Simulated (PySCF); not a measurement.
# C6H9FS: circular dichroism and optical rotation

Aim: compute the circular dichroism and optical rotation of C6H9FS (`F[C@@H]1C[C@H]2C[C@H](C2)S1`).

Computed with PySCF 2.14.0 and routines of our own; the level stands in each step. Atoms count from 0.

### Step 1. The starting structure

17 atoms, charge 0, multiplicity 1; geometry from: GFN2-xTB.

### Step 2. Geometry optimisation at PBE0-D3(BJ)/def2-SVP

What the job is given:

```
{"job": {"xc": "PBE0", "basis": "def2-SVP", "d3": "d3bj", "grid": 1, "kind": "geom"}, "charge": 0, "multiplicity": 1}
F      2.137101     1.086390    -0.888000
C      1.729082     0.304106     0.172909
C      0.992900    -0.923960    -0.360563
C     -0.514084    -0.718184    -0.517404
C     -1.180974    -0.529402     0.856050
C     -0.895604     0.965365     0.693197
C     -0.855234     0.751804    -0.821148
S      0.770285     1.331880     1.335451
H      2.648280     0.028801     0.700674
H      1.174407    -1.764997     0.311565
H      1.441123    -1.159156    -1.329506
H     -0.934947    -1.479568    -1.174173
H     -2.247218    -0.747250     0.836674
H     -0.720371    -1.027551     1.707256
H     -1.570382     1.699397     1.126389
H     -0.138156     1.332885    -1.394659
H     -1.843208     0.861469    -1.264621
```

The run is started by

```bash
$ OMP_NUM_THREADS=2 python excited_run.py task.json out
```

This one command runs all jobs of the session in turn.

What it wrote:

```text
step   0  E = -731.19638661  max force = 0.009063
step   1  E = -731.19808464  max force = 0.002535
step   2  E = -731.19813667  max force = 0.000511
step   3  E = -731.19814118  max force = 0.000241
optimisation converged
```

Wall time 46 s (2 threads of Arm Neoverse N1, shared host); peak memory 0.76 GiB.

Along the way:

```csv
step,energy from step 0 (eV),largest force component (eV/Å)
0,0.0000,0.4660
1,-0.0462,0.1304
2,-0.0476,0.0263
3,-0.0477,0.0124
```

Close pairs (by a distance rule), those that changed most:

| bond | before (Å) | after (Å) | change (Å) |
| --- | --- | --- | --- |
| C1–S7 | 1.824 | 1.810 | -0.014 |
| C4–H12 | 1.088 | 1.101 | +0.013 |
| C5–H14 | 1.087 | 1.100 | +0.013 |
| C4–H13 | 1.089 | 1.101 | +0.012 |
| C6–H16 | 1.088 | 1.101 | +0.012 |
| C5–C6 | 1.530 | 1.542 | +0.012 |
| C6–H15 | 1.087 | 1.098 | +0.011 |
| C3–C6 | 1.539 | 1.549 | +0.010 |

The next job starts from the end point, and lists it.

| at the end point | value |
| --- | --- |
| point group (found at 0.08 Å tolerance) | C1 |
| rotational constants (GHz, main isotopes) | 2.549, 1.872, 1.474 |
| dipole moment (D) | 2.32 |

### Step 3. Circular dichroism and optical rotation: TDDFT LC-wPBE/def2-SVPD

What the job is given:

```
{"job": {"kind": "ecd", "xc": "LC-wPBE", "basis": "def2-SVPD", "nstates": 16}, "charge": 0, "multiplicity": 1}
F      2.141810     1.237381    -0.893315
C      1.813837     0.473927     0.213097
C      1.079544    -0.774746    -0.263175
C     -0.431052    -0.592602    -0.423830
C     -1.115462    -0.398374     0.947493
C     -0.796375     1.098058     0.795167
C     -0.807892     0.878664    -0.730764
S      0.883803     1.464880     1.408783
H      2.761457     0.213693     0.710527
H      1.277924    -1.600254     0.439092
H      1.545986    -1.049267    -1.222744
H     -0.840431    -1.372073    -1.083482
H     -2.199119    -0.585409     0.887509
H     -0.698205    -0.921785     1.821483
H     -1.462934     1.848691     1.243914
H     -0.130795     1.482523    -1.348990
H     -1.833859     0.951681    -1.122234
```

With the program's defaults for keys left out, this is: TDDFT LC-wPBE/def2-SVPD circular dichroism and optical rotation, one conformer, gas phase.

What it wrote:

```text
coarse grid: 14808 points
cycle   1  E = -731.2138749620  dE =  1.606e+00  |g| = 5.931e-01  |ddm| = 6.674e+00
cycle   2  E = -731.2366184354  dE = -2.274e-02  |g| = 6.122e-01  |ddm| = 1.937e+00
cycle   3  E = -731.3001150864  dE = -6.350e-02  |g| = 6.057e-02  |ddm| = 9.610e-01
cycle   4  E = -731.3009737073  dE = -8.586e-04  |g| = 3.107e-02  |ddm| = 1.948e-01
cycle   5  E = -731.3012239561  dE = -2.502e-04  |g| = 6.593e-03  |ddm| = 6.984e-02
cycle   6  E = -731.3012378653  dE = -1.391e-05  |g| = 1.818e-03  |ddm| = 2.877e-02
cycle   7  E = -731.3012395511  dE = -1.686e-06  |g| = 7.433e-04  |ddm| = 1.014e-02
final grid: 138952 points
cycle   8  E = -731.4123002753  dE = -4.826e-05  |g| = 1.024e-02  |ddm| = 1.432e-01
cycle   9  E = -731.4122983671  dE =  1.908e-06  |g| = 1.109e-02  |ddm| = 4.027e-02
cycle  10  E = -731.4123185819  dE = -2.021e-05  |g| = 5.703e-04  |ddm| = 1.674e-02
cycle  11  E = -731.4123186600  dE = -7.806e-08  |g| = 2.771e-04  |ddm| = 2.286e-03
cycle  12  E = -731.4123186887  dE = -2.879e-08  |g| = 6.951e-05  |ddm| = 1.293e-03
cycle  13  E = -731.4123186903  dE = -1.599e-09  |g| = 1.939e-05  |ddm| = 3.447e-04
cycle  14  E = -731.4123186905  dE = -1.974e-10  |g| = 5.130e-06  |ddm| = 1.090e-04
converged SCF energy = -731.4123186905

Singlet excitations and rotatory strengths (1e-40 esu^2 cm^2)
state   eV       nm     f(len)   f(vel)    R(len)    R(vel)   main configurations
  1   5.7792   214.5  0.00034  0.00043     6.323     6.873   H->L+1 0.51, H->L+9 0.14, H->L+3 0.12
  2   7.1167   174.2  0.03218  0.03388    -2.305    -1.948   H->L 0.65, H->L+2 0.22
  3   7.5986   163.2  0.03633  0.03326   -12.434   -11.242   H->L+5 0.32, H->L+2 0.12, H->L 0.11
  4   7.8652   157.6  0.01559  0.01501    13.726    13.923   H->L+3 0.43, H->L+1 0.20, H->L+8 0.18
  5   8.1139   152.8  0.00121  0.00128     1.787     3.098   H-1->L+1 0.17, H->L+1 0.10, H->L+6 0.10
  6   8.3746   148.0  0.07063  0.07171     9.688    10.830   H->L+4 0.27, H-1->L+1 0.23
  7   8.5036   145.8  0.03875  0.03924     2.773     3.548   H->L+2 0.17, H->L+6 0.15, H->L+5 0.12
  8   8.6220   143.8  0.07852  0.08011    26.479    22.932   H->L+6 0.23, H->L+2 0.22
  9   8.8311   140.4  0.04963  0.05218    -3.109    -3.491   H-1->L 0.61, H->L+7 0.15
 10   8.8750   139.7  0.04965  0.04851    34.246    31.277   H->L+7 0.41, H-1->L 0.12, H->L+2 0.10
 11   9.0121   137.6  0.00244  0.00206     3.336     2.963   H-2->L+1 0.43
 12   9.1619   135.3  0.01189  0.01173    -0.678    -0.239   H-1->L+2 0.31, H-2->L 0.10
 13   9.2129   134.6  0.03467  0.03728   -32.298   -32.775   H-2->L 0.36, H->L+12 0.09
 14   9.2946   133.4  0.03550  0.03683   -41.601   -42.230   H-2->L 0.14, H-2->L+1 0.08
 15   9.3503   132.6  0.00338  0.00319     6.265     5.926   H-1->L+3 0.26, H-3->L 0.19, H-1->L+1 0.11
 16   9.3845   132.1  0.01636  0.01778    12.076    12.977   H-3->L 0.19, H-1->L+3 0.12

Specific rotation (deg / (dm g/mL))
    nm     length   length(OI)   velocity    alpha(len)  alpha(vel)
  633.0     130.08     129.52     135.97       83.854     83.991
  589.3     152.61     151.97     159.57       84.105     84.244
  546.0     181.55     180.79     189.88       84.420     84.562
  436.0     310.91     309.69     325.66       85.722     85.873
  405.0     375.35     373.90     393.43       86.313     86.469
  365.0     496.87     495.04     521.50       87.340     87.505
  355.0     537.53     535.58     564.42       87.660     87.828
```

Wall time 3 min (2 threads of Arm Neoverse N1, shared host); peak memory 1 GiB.

### Step 4. What came out

| quantity | value |
| --- | --- |
| point group | C1 |
| rotational constants (main isotopes) | 2.55, 1.87, 1.47 GHz |
| state of largest rotatory strength (velocity form) among 16 (step 3, TDDFT LC-wPBE/def2-SVPD) | 9.29 eV, R = -42.2 (velocity), -41.6 (length) ·10⁻⁴⁰ esu² cm² |
| specific rotation at 633.0 nm (step 3, TDDFT LC-wPBE/def2-SVPD) | 136.0 (velocity), 130.1 (length) |

What this shows: Over 3 steps the energy fell by 0.048 eV; of the close pairs, C1–S7 changed most, 1.824 to 1.810 Å. No frequency check was run at this level, so the end point may be a saddle. Rotations belong to one conformer.
